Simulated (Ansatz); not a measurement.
**C₂H₅Cl₃OSi: up Jacob's ladder to CCSD(T)**

The task here is to estimate one member of a computed series from the others.

Computed with Ansatz 0.2.0, Gaussian basis. Level: functionals in def2-TZVPP, the program's frozen cores in correlated methods.

Plan: LDA (SPW92), PBE-D4, revPBE-D4, BLYP-D4, r2SCAN-D4, B97M-V, PBE0-D4, B3LYP-D4, r2SCANh-D4, r2SCAN0-D4, HSE06-D4, BHLYP-D4, CAM-B3LYP-D4, LC-ωPBE, ωB97X-V, ωB97M-V, B2PLYP, PBE-QIDH; CCSD(T)/def2-SVP; MP2/def2-TZVPP; MP2/def2-QZVPP; RPA on PBE.

## The geometry

An earlier PBE0-D4 in a triple-zeta def2 set relaxation fixed the geometry.

SMILES `CCO[Si](Cl)(Cl)Cl`, 12 atoms, charge 0, spin multiplicity 1.

Atoms are counted from 1 here; the program's logs count them from 0.

Bond lengths: C1–C2 1.505 Å, C1–H8 1.091 Å, C1–H9 1.092 Å, C1–H10 1.091 Å, C2–O3 1.427 Å, C2–H11 1.095 Å, C2–H12 1.095 Å, O3–Si4 1.607 Å, Si4–Cl5 2.034 Å, Si4–Cl6 2.018 Å, Si4–Cl7 2.034 Å. Angles: C2–C1–H8 110.7°, C2–C1–H9 109.9°, C2–C1–H10 110.7°, H8–C1–H9 108.5°, H8–C1–H10 108.5°, H9–C1–H10 108.5°, C1–C2–O3 108.8°, C1–C2–H11 110.9°, C1–C2–H12 110.9°, O3–C2–H11 109.1°, O3–C2–H12 109.1°, H11–C2–H12 108.0°, C2–O3–Si4 126.2°, O3–Si4–Cl5 111.0°, O3–Si4–Cl6 107.4°, O3–Si4–Cl7 111.0°, Cl5–Si4–Cl6 109.8°, Cl5–Si4–Cl7 107.8° and more.

The first run:

in.yaml reads:

```yaml
crystal:
  periodic: [false, false, false]
  atoms:
    - {symbol: C, position_ang: [0.609295, 1.652364, 0.870504]}
    - {symbol: C, position_ang: [-0.319718, 0.564818, 0.400933]}
    - {symbol: O, position_ang: [0.437603, -0.409012, -0.316440]}
    - {symbol: Si, position_ang: [-0.137365, -1.744982, -1.000082]}
    - {symbol: Cl, position_ang: [-1.014518, -2.952205, 0.381446]}
    - {symbol: Cl, position_ang: [1.419464, -2.702866, -1.855791]}
    - {symbol: Cl, position_ang: [-1.532850, -1.300286, -2.410845]}
    - {symbol: H, position_ang: [1.379294, 1.243928, 1.527173]}
    - {symbol: H, position_ang: [0.047696, 2.408972, 1.423058]}
    - {symbol: H, position_ang: [1.097859, 2.134276, 0.021977]}
    - {symbol: H, position_ang: [-1.095683, 0.970319, -0.256916]}
    - {symbol: H, position_ang: [-0.814278, 0.079675, 1.249082]}
basis:
  gaussian: {orbitals: def2-TZVPP}
hamiltonian: {xc: lda}
output: {orbitals: {seedname: orbitals}}
```

Started as:

```console
> ansatz run in.yaml --threads 4 --pin off --events-out ev --progress --plain --max-ram 11315MiB
```

Steps of the session up to this table: LDA; PBE-D4 (GGA); revPBE-D4 (GGA); BLYP-D4 (GGA); r2SCAN-D4 (meta-GGA); B97M-V (meta-GGA); B3LYP-D4 (hybrid); r2SCANh-D4 (hybrid); r2SCAN0-D4 (hybrid); HSE06-D4 (hybrid); BHLYP-D4 (hybrid); CAM-B3LYP-D4 (range-separated); LC-ωPBE (range-separated); ωB97X-V (range-separated); ωB97M-V (range-separated); B2PLYP (double hybrid); PBE-QIDH (double hybrid).

One table of the session follows, with a row left open; its other results are not shown here.

It belongs to the step «Frontier levels by functional». 

| functional | HOMO (eV) | gap (eV) |
| --- | --- | --- |
| LDA (SPW92) | -7.51 | 6.36 |
| PBE-D4 | -7.37 | 6.49 |
| revPBE-D4 | ? | ? |
| BLYP-D4 | -7.27 | 6.51 |
| r2SCAN-D4 | -7.73 | 7.27 |
| B97M-V | -7.84 | 7.45 |
| PBE0-D4 | -8.93 | 9.09 |
| B3LYP-D4 | -8.68 | 8.58 |
| r2SCANh-D4 | -8.31 | 8.20 |
| r2SCAN0-D4 | -9.18 | 9.59 |
| HSE06-D4 | -8.52 | 8.31 |
| BHLYP-D4 | -10.39 | 11.68 |
| CAM-B3LYP-D4 | -10.38 | 11.67 |
| LC-ωPBE | -11.75 | 14.34 |
| ωB97X-V | -11.41 | 13.87 |
| ωB97M-V | -11.29 | 13.49 |

Q: Estimate the row for revPBE-D4 from the others.

The run gave: HOMO (eV): -7.32; gap (eV): 6.56. In the column «HOMO (eV)» it lies between PBE-D4 (-7.37) and BLYP-D4 (-7.27).
